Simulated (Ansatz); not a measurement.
# C₂H₇Sb: one species, many methods

One table from this session's results is given with a row withheld; the runs are named, their logs left out.

Computed with Ansatz 0.2.0, Gaussian basis. Level: functionals in def2-TZVPP, the program's frozen cores in correlated methods.

Levels to be run: LDA (SPW92), PBE-D4, revPBE-D4, BLYP-D4, r2SCAN-D4, B97M-V, PBE0-D4, B3LYP-D4, r2SCANh-D4, r2SCAN0-D4, HSE06-D4, BHLYP-D4, CAM-B3LYP-D4, LC-ωPBE, ωB97X-V, ωB97M-V, B2PLYP, PBE-QIDH; CCSD(T)/def2-SVP; CCSD(T)/def2-TZVPP; MP2/def2-QZVPP; extrapolation to the limit; RPA on PBE.

## The geometry

All runs share one geometry, relaxed beforehand with PBE0-D4 in a triple-zeta def2 set. Sb takes the def2 core potential; no spin-orbit term is included.

SMILES `C[CH2][SbH2]`, 10 atoms, charge 0, spin multiplicity 1.

Atoms are counted from 1 here; the program's logs count them from 0.

Bond lengths: C1–C2 1.516 Å, C1–H4 1.095 Å, C1–H5 1.092 Å, C1–H6 1.092 Å, C2–Sb3 2.169 Å, C2–H7 1.093 Å, C2–H8 1.093 Å, Sb3–H9 1.712 Å, Sb3–H10 1.712 Å. Angles: C2–C1–H4 111.2°, C2–C1–H5 111.4°, C2–C1–H6 111.4°, H4–C1–H5 107.7°, H4–C1–H6 107.7°, H5–C1–H6 107.3°, C1–C2–Sb3 115.3°, C1–C2–H7 111.5°, C1–C2–H8 111.5°, Sb3–C2–H7 105.7°, Sb3–C2–H8 105.7°, H7–C2–H8 106.7°, C2–Sb3–H9 93.6°, C2–Sb3–H10 93.6°, H9–Sb3–H10 91.1°.

Set-up of the first run:

Contents of in.yaml:

```yaml
crystal:
  periodic: [false, false, false]
  atoms:
    - {symbol: C, position_ang: [-0.848360, 0.421493, -0.582187]}
    - {symbol: C, position_ang: [-0.064093, -0.815567, -0.189735]}
    - {symbol: Sb, position_ang: [1.610482, -0.466380, 1.144465]}
    - {symbol: H, position_ang: [-1.675603, 0.169522, -1.254310]}
    - {symbol: H, position_ang: [-0.214445, 1.148869, -1.094370]}
    - {symbol: H, position_ang: [-1.271872, 0.918772, 0.293373]}
    - {symbol: H, position_ang: [0.355273, -1.317786, -1.065503]}
    - {symbol: H, position_ang: [-0.698591, -1.547199, 0.317408]}
    - {symbol: H, position_ang: [0.710750, 0.557136, 2.180933]}
    - {symbol: H, position_ang: [2.179560, 0.880039, 0.253025]}
basis:
  gaussian: {orbitals: def2-TZVPP}
hamiltonian: {xc: lda}
output: {orbitals: {seedname: orbitals}}
```

Steps of the session up to this table: LDA; PBE-D4 (GGA); revPBE-D4 (GGA); BLYP-D4 (GGA); r2SCAN-D4 (meta-GGA); B97M-V (meta-GGA); PBE0-D4 (hybrid); B3LYP-D4 (hybrid); r2SCANh-D4 (hybrid); r2SCAN0-D4 (hybrid); HSE06-D4 (hybrid); BHLYP-D4 (hybrid); CAM-B3LYP-D4 (range-separated); LC-ωPBE-D4 (range-separated; the results give it without D4); ωB97X-V (range-separated); ωB97M-V (range-separated); B2PLYP (double hybrid); PBE-QIDH (double hybrid).

One of the session's tables, all rows but one given; the rest of the session is left out.

It belongs to the step «Frontier levels by functional». 

| functional | HOMO (eV) | gap (eV) |
| --- | --- | --- |
| LDA (SPW92) | -6.03 | 4.91 |
| PBE-D4 | -5.89 | 4.95 |
| revPBE-D4 | -5.85 | 4.99 |
| BLYP-D4 | -5.78 | 4.91 |
| r2SCAN-D4 | -6.13 | 5.48 |
| B97M-V | -6.11 | 5.26 |
| PBE0-D4 | ? | ? |
| B3LYP-D4 | -6.74 | 6.30 |
| r2SCANh-D4 | -6.50 | 6.11 |
| r2SCAN0-D4 | -7.06 | 7.05 |
| HSE06-D4 | -6.51 | 5.95 |
| BHLYP-D4 | -7.81 | 8.32 |
| CAM-B3LYP-D4 | -8.15 | 8.83 |
| LC-ωPBE | -9.39 | 11.18 |
| ωB97X-V | -9.09 | 10.73 |
| ωB97M-V | -8.99 | 10.36 |

Q: Estimate the row for PBE0-D4 from the others.

**Answer.** HOMO (eV): -6.90; gap (eV): 6.71. In the column «HOMO (eV)» it lies between r2SCAN0-D4 (-7.06) and B3LYP-D4 (-6.74).
